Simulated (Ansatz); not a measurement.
# GaH4NSi: the cost of one run

Method: RKS BLYP-D4/def2-SVP, in Ansatz 0.2.0.

## Step 1: The structure to begin with

Bond lengths: N1–Si2 1.801 Å, N1–Ga3 1.804 Å, Si2–Ga3 2.313 Å, N1–H4 1.045 Å, Si2–H5 1.486 Å, Si2–H6 1.480 Å. Angles: N1–Si2–Ga3 50.2°, N1–Si2–H5 109.4°, N1–Si2–H6 111.8°, Ga3–Si2–H5 79.7°, Ga3–Si2–H6 161.9°, H5–Si2–H6 109.4°, Si2–N1–Ga3 79.8°, Si2–N1–H4 101.4°, Ga3–N1–H4 118.7°, N1–Ga3–Si2 50.0°.

Structure file:

```xyz
7

N    -0.5934   -0.9249    0.0624
Si    0.1986    0.6806    0.2571
Ga    1.0041   -1.2618   -0.7058
H    -1.4034   -0.6824   -0.5509
H     0.6081    1.1938   -1.0756
H    -0.7005    1.6616    0.9060
H     0.9478   -0.7349    1.0611
```

## Step 2: Relaxing end A

Input file input.yaml:

```yaml
crystal:
  periodic: [false, false, false]
  atoms:
    - { symbol: "N", position_ang: [-0.5934, -0.9249, 0.0624] }
    - { symbol: Si, position_ang: [0.1986, 0.6806, 0.2571] }
    - { symbol: Ga, position_ang: [1.0041, -1.2618, -0.7058] }
    - { symbol: H, position_ang: [-1.4034, -0.6824, -0.5509] }
    - { symbol: H, position_ang: [0.6081, 1.1938, -1.0756] }
    - { symbol: H, position_ang: [-0.7005, 1.6616, 0.906] }
    - { symbol: H, position_ang: [0.9478, -0.7349, 1.0611] }
basis:
  gaussian: { orbitals: def2-SVP }
hamiltonian:
  xc: blyp
  dispersion: d4
relax:
  f_tol: 0.02
  max_steps: 50
output:
  orbitals: {}
```

Run with:

```console
$ ansatz run input.yaml --threads 2 --pin off --max-ram 3072MiB --backend cpu --events-out ev --progress --plain --runs-dir out
```

**Question.** How long does this run take on 2 threads of Intel Xeon Platinum 8259CL at 2.50GHz (Skylake/Cascade Lake), shared host, and how much memory does it need?

About 22 s, with a peak of 0.15 GiB.
